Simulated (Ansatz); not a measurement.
# TiNi: relaxation and properties

One table from this session's results is given with a row withheld; the runs are named, their logs left out.

Program: Ansatz 0.2.0. Level of theory: DFT r2SCAN, scalar-relativistic, plane waves, PAW. These are calculated values, not measurements.

**Starting point**

The structure is cubic, space group Pm-3m (No. 221). The conventional cell has a = 2.988 Å, b = 2.988 Å, c = 2.988 Å, α = 90.00°, β = 90.00°, γ = 90.00°. Ti (site symmetry m-3m) has 8 Ni at 2.59 Å as nearest neighbours. Ni (site symmetry m-3m) has 8 Ti at 2.59 Å as nearest neighbours.

Coordinates:

```xyz
2
Lattice="2.9881 0.0000 0.0000 0.0000 2.9881 0.0000 0.0000 0.0000 2.9881" Properties=species:S:1:pos:R:3 pbc="T T T"
Ti    1.4940    1.4940    1.4940
Ni    0.0000    0.0000    0.0000
```

The structure comes from the Materials Project (structure only).

Set-up of the first run:

(A quick probe on a coarse mesh, which set the mesh and smearing, is not shown.)

Input file input.yaml:

```yaml
crystal:
  lattice:
    - [2.98806613, 0.0, 0.0]
    - [0.0, 2.98806613, 0.0]
    - [0.0, 0.0, 2.98806613]
  atoms:
    - { symbol: Ti, position: [0.5, 0.5, 0.5], spin: 0.5 }
    - { symbol: Ni, position: [0.0, 0.0, 0.0], spin: 0.38 }
basis:
  ecutwfc: 500
kpoints:
  mp_grid: { grid: [14, 14, 14] }
hamiltonian:
  xc: r2scan
scf:
  occupations: { method: gaussian, width: 0.1 }
output:
  forces: true
  stress: true
  eigenvalues: true
  populations: true
magnetization:
  spin_polarized: true
relax:
  adjacent_minimum: "off"
  f_tol: 0.005
  max_steps: 80
  cell: { stress_tol: 0.05 }
```

The run is started by

```bash
$ ansatz run input.yaml --threads 2 --pin off --max-ram 5120MiB --backend cpu --events-out ev --progress --plain --runs-dir out
```

Among the steps run: Full relaxation; Electronic structure at the relaxed geometry; Volume × 0.97; Volume × 1.03; The cell scaled to 0.94 of its volume; Point at V/V0 = 1.06.

One table of the session follows, with a row left open; its other results are not shown here.

It belongs to the step «Equation of state». 

```
volume (Å³/atom)  energy above the lowest point (meV/atom)  pressure (GPa)
          12.546                                      29.0           12.22
          12.946                                       6.9            5.64
          13.346                                       0.0            0.00
          13.747                                         ?               ?
          14.147                                      23.5           -8.96
```

Q: Estimate the row for volume (Å³/atom) = 13.747 from the others.

Worked estimate for «energy above the lowest point (meV/atom)». A straight line through the neighbours (13.346, 0.0) and (14.147, 23.5) gives 0.0 + (23.5 − 0.0) × (13.747 − 13.346) / (14.147 − 13.346) = 11.8; a parabola fitted to 3 rows on both sides gives 5.5.

**Answer.** energy above the lowest point (meV/atom): 6.2; pressure (GPa): -4.83. In «energy above the lowest point (meV/atom)» the line misses by +5.6 and the parabola by -0.7.

Caveats from the session: Other magnetic orders or occupations could lie lower; they were not searched in full. Warnings in the runs' records: stability check not made, seeded moment not kept.
